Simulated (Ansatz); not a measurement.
# SiGeH6: up Jacob's ladder to CCSD(T)

One table from this session's results is given with a row withheld; the runs are named, their logs left out.

Program: Ansatz 0.2.0, Gaussian basis. Level of theory: functionals in def2-TZVPP, the program's frozen cores in correlated methods. These are calculated values, not measurements.

Plan: LDA (SPW92), PBE-D4, revPBE-D4, BLYP-D4, r2SCAN-D4, B97M-V, PBE0-D4, B3LYP-D4, r2SCANh-D4, r2SCAN0-D4, HSE06-D4, BHLYP-D4, CAM-B3LYP-D4, LC-ωPBE, ωB97X-V, ωB97M-V, B2PLYP, PBE-QIDH; CCSD(T)/def2-SVP; CCSD(T)/def2-TZVPP; MP2/def2-QZVPP; extrapolation to the limit; RPA on PBE.

## The relaxed structure

The geometry comes from an earlier relaxation with PBE0-D4 in a triple-zeta def2 set; it is a stationary point, not always the lowest conformer.

SMILES `[SiH3][GeH3]`, 8 atoms, charge 0, spin multiplicity 1.

Atoms are counted from 1 here; the program's logs count them from 0.

Bond lengths: Si1–Ge2 2.378 Å, Si1–H3 1.487 Å, Si1–H4 1.487 Å, Si1–H5 1.487 Å, Ge2–H6 1.538 Å, Ge2–H7 1.538 Å, Ge2–H8 1.538 Å. Angles: Ge2–Si1–H3 110.1°, Ge2–Si1–H4 110.1°, Ge2–Si1–H5 110.1°, H3–Si1–H4 108.8°, H3–Si1–H5 108.8°, H4–Si1–H5 108.8°, Si1–Ge2–H6 110.6°, Si1–Ge2–H7 110.6°, Si1–Ge2–H8 110.6°, H6–Ge2–H7 108.3°, H6–Ge2–H8 108.3°, H7–Ge2–H8 108.3°.

The first run:

in.yaml

```yaml
crystal:
  periodic: [false, false, false]
  atoms:
    - {symbol: Si, position_ang: [-0.516739, 0.386456, -1.010152]}
    - {symbol: Ge, position_ang: [0.529718, -0.393822, 0.977364]}
    - {symbol: H, position_ang: [-1.894869, 0.857222, -0.710941]}
    - {symbol: H, position_ang: [-0.590820, -0.708397, -2.013252]}
    - {symbol: H, position_ang: [0.260842, 1.514521, -1.587442]}
    - {symbol: H, position_ang: [0.619058, 0.733613, 2.019449]}
    - {symbol: H, position_ang: [1.954267, -0.890474, 0.679093]}
    - {symbol: H, position_ang: [-0.269258, -1.556220, 1.590084]}
basis:
  gaussian: {orbitals: def2-TZVPP}
hamiltonian: {xc: lda}
output: {orbitals: {seedname: orbitals}}
```

Steps of the session up to this table: LDA; PBE-D4 (GGA); revPBE-D4 (GGA); BLYP-D4 (GGA); r2SCAN-D4 (meta-GGA); B97M-V (meta-GGA); PBE0-D4 (hybrid); B3LYP-D4 (hybrid); r2SCANh-D4 (hybrid); r2SCAN0-D4 (hybrid); HSE06-D4 (hybrid); BHLYP-D4 (hybrid); CAM-B3LYP-D4 (range-separated); LC-ωPBE-D4 (range-separated; the results give it without D4); ωB97X-V (range-separated); ωB97M-V (range-separated); B2PLYP (double hybrid); PBE-QIDH (double hybrid).

One table of the session follows, with a row left open; its other results are not shown here.

It belongs to the step «Orbital energies across the functionals». 

| functional | HOMO (eV) | LUMO (eV) | gap (eV) |
| --- | --- | --- | --- |
| LDA (SPW92) | -7.29 | -0.69 | 6.59 |
| PBE-D4 | -7.20 | -0.47 | 6.73 |
| revPBE-D4 | -7.16 | -0.39 | 6.78 |
| BLYP-D4 | -7.06 | -0.42 | 6.64 |
| r2SCAN-D4 | -7.47 | -0.07 | 7.41 |
| B97M-V | -7.60 | -0.33 | 7.27 |
| PBE0-D4 | -8.30 | 0.36 | 8.66 |
| B3LYP-D4 | -8.09 | 0.09 | 8.18 |
| r2SCANh-D4 | -7.87 | 0.22 | 8.10 |
| r2SCAN0-D4 | -8.47 | 0.63 | 9.11 |
| HSE06-D4 | ? | ? | ? |
| BHLYP-D4 | -9.29 | 1.15 | 10.44 |
| CAM-B3LYP-D4 | -9.56 | 1.24 | 10.80 |
| LC-ωPBE | -10.88 | 2.41 | 13.29 |
| ωB97X-V | -10.55 | 2.29 | 12.84 |
| ωB97M-V | -10.34 | 1.94 | 12.28 |

Q: Estimate the row for HSE06-D4 from the others.

The run gave: HOMO (eV): -7.91; LUMO (eV): 0.00; gap (eV): 7.90. In the column «HOMO (eV)» it lies between B3LYP-D4 (-8.09) and r2SCANh-D4 (-7.87).
